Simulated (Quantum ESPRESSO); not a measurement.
Crystal: SnSe2.

```
Sn Se
1.0
     3.81100    0.00000    0.00000
    -1.90550    3.30042    0.00000
     0.00000    0.00000    6.13600
Sn Se
1 2
Direct
  0.00000 0.00000 0.00000
  0.66667 0.33333 0.75100
  0.33333 0.66667 0.24900
```

| Quantity | Value |
| --- | --- |
| Program | Quantum ESPRESSO 7.5 |
| Task | relaxation of cell and atoms |
| Functional | PBEsol |
| Dispersion | D3 |
| Potentials or basis | GBRV 1.5 PBEsol |
| Cutoff | 925 eV |
| Density cutoff | 7401 eV |
| k mesh | 7 × 7 × 4 |
| Occupations | fermi-dirac, width 0.05 eV |
| Spin | no spin polarisation |

At the start: pressure 1.7 GPa; volume 25.73 Å³/atom.

How do energy, volume and symmetry change on relaxing?

Over 13 steps the energy falls by 14.7 meV/atom and the volume is 24.70 Å³/atom (-4.0 %); space group P-3m1 (No. 164, to 0.05 Å).

Step by step:
```csv
step,energy change (eV),largest force (eV/Å),pressure (GPa),volume (Å³)
1,0.0000,0.6210,1.69,77.18
2,-0.0132,0.4811,1.06,77.48
3,-0.0312,0.0806,-0.70,78.24
4,-0.0319,0.0594,-0.70,78.16
5,-0.0353,0.0107,-0.55,77.32
6,-0.0363,0.0090,-0.12,76.54
7,-0.0366,0.0133,0.01,76.39
8,-0.0372,0.0571,0.25,76.08
9,-0.0381,0.0923,0.44,75.71
10,-0.0401,0.1292,0.63,74.94
11,-0.0421,0.1193,0.68,74.08
12,-0.0435,0.0659,0.33,74.02
13,-0.0441,0.0106,0.04,74.10
```

Final structure:
```xyz
3
Lattice="3.8149 0.0000 0.0000 -1.9074 3.3038 0.0000 0.0000 0.0000 5.8793" Properties=species:S:1:pos:R:3 pbc="T T T"
Sn    0.0000    0.0000    0.0000
Se    1.9074    1.1013    4.2973
Se    0.0000    2.2025    1.5820
```
